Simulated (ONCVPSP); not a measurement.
# N: the cost of one run

Program: ONCVPSP 4.0.1.1 (patched build). Reference atom: LDA (Perdew-Wang 92), scalar-relativistic, spherical and spin-unpolarised. All values are calculated.

## 1. The design

Typed settings, in words:

```json
{
  "element": "nitrogen (N, Z = 7)",
  "type": "optimised norm-conserving Vanderbilt (ONCV)",
  "frozen core": "[He]",
  "valence charge": "5",
  "reference configuration": "2s2 2p3",
  "partial waves": "2s: rc 0.90 bohr, ncon 4, nbas 8, qcut 6.8 1/bohr, 2 projectors, debl 1.6 Ha; 2p: rc 1.30 bohr, ncon 4, nbas 7, qcut 9 1/bohr, 2 projectors, debl 0.4 Ha",
  "local potential": "polynomial inside 0.90 bohr (lpopt 5, dvloc0 -1 Ha)",
  "core correction": "not asked for"
}
```

The nodes and maxima of the atom's own shells, from an earlier all-electron run, set the scale for the radii.

All-electron outer shells of the reference configuration (LDA (PZ), scalar-relativistic, ld1.x):

```json
{"shell": "1s", "level (eV)": "-381.53", "outermost node (bohr)": "–", "outermost maximum (bohr)": "0.15"}
{"shell": "2s", "level (eV)": "-18.42", "outermost node (bohr)": "0.32", "outermost maximum (bohr)": "1.02"}
{"shell": "2p", "level (eV)": "-7.24", "outermost node (bohr)": "–", "outermost maximum (bohr)": "0.97"}
```

## 2. Generating the potential

Contents of N.dat:

```
# ATOM AND REFERENCE CONFIGURATION
# atsym  z   nc   nv     iexc    psfile
  N 7.00    1    2  -001012      upf
#
#   n    l    f
    1    0    2.00
    2    0    2.00
    2    1    3.00
#
# PSEUDOPOTENTIAL AND OPTIMIZATION
# lmax
    1
#
#   l,   rc,      ep,       ncon, nbas, qcut
    0    0.90    0.00    4    8    6.80
    1    1.30    0.00    4    7    9.00
#
# LOCAL POTENTIAL
# lloc, lpopt,  rc(5),   dvloc0
    4    5    0.90   -1.00
#
# VANDERBILT-KLEINMAN-BYLANDER PROJECTORs
# l, nproj, debl
    0    2    1.60
    1    2    0.40
#
# MODEL CORE CHARGE
# icmod, fcfact, rcfact
    0    0.00    0.00
#
# LOG DERIVATIVE ANALYSIS
# epsh1, epsh2, depsh
   -2.00    5.00    0.02
#
# OUTPUT GRID
# rlmax, drl
    6.00    0.01
#
# TEST CONFIGURATIONS
# ncnf
    4
# nvcnf
#   n    l    f
    2
    2    0    2.00
    2    1    2.00
#
    2
    2    0    2.00
    2    1    1.00
#
    2
    2    0    2.00
    2    1    0.00
#
    2
    2    0    1.00
    2    1    0.00
#
```

On the command line:

```sh
$ oncvpsp.x < N.dat > N.out
```

**Question.** How long does this run take on 1 thread of Neoverse-N1, shared host?

About 2.8 s.
